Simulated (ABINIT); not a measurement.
Set up this calculation in ABINIT 10.8.3 (patched build), as the native input.

```
Task                : equation of state
Functional          : PBE
Potentials or basis : JTH PAW PBE v2.0
Cutoff              : 408 eV
k mesh              : 9 × 9 × 6
Occupations         : fermi-dirac, width 0.05 eV
Spin                : no spin polarisation
Fine-grid cutoff    : 816.342 eV
```

MoSe:

```
Mo Se
1.0
     3.47067    0.00000    0.00000
    -1.73533    3.00569    0.00000
     0.00000    0.00000    4.37280
Mo Se
1 1
Direct
  0.66667 0.33333 0.02544
  0.33333 0.66667 0.11843
```

The cell was built by a generator and needn't be a form met in nature.

The input as run:

run.abi

```
# Datasets: one volume each
ndtset 7
getwfk -1
scalecart1 3*0.9795861087
scalecart2 3*0.9864848297
scalecart3 3*0.9932883884
scalecart4 3*1.0000000000
scalecart5 3*1.0066227096
scalecart6 3*1.0131594038
scalecart7 3*1.0196128224

# Pseudopotentials
pp_dirpath "./"
pseudos "Mo.GGA_PBE-JTH.xml, Se.GGA_PBE-JTH.xml"

# Structure
acell 3*1.0 Angstrom
rprim
     3.4706685900     0.0000000000     0.0000000000
    -1.7353343000     3.0056871700     0.0000000000
     0.0000000000     0.0000000000     4.3727953400
ntypat 2
znucl 42 34
natom 2
typat 1 2
xred
     0.6666666700     0.3333333300     0.0254445500
     0.3333333300     0.6666666700     0.1184304700

# Plane-wave basis
ecut 15.0
pawecutdg 30.0
pawxcdev 0
pawovlp 30

# k points
kptopt 1
ngkpt 9 9 6
nshiftk 1
shiftk 0.0 0.0 0.0

# Exchange and correlation
ixc 11

# Bands and occupations
nband 14
occopt 3
tsmear 0.00183747

# SCF cycle
nstep 100
tolvrs 1.0e-9

# Output
iomode 3
prtwf 1
prtden 0
prteig 0
prtebands 0
```

Potentials or basis: JTH PAW PBE v2.0.

Launch:

```console
$ abinit run.abi > log 2>&1
```

Results of the run:

```
Equilibrium volume : outside the volumes run
```

Caveat: the atomic spheres overlap.

Wall time 2.4 min on 1 thread of Arm Neoverse V1, with other jobs on the host, peak memory 0.15 GiB.
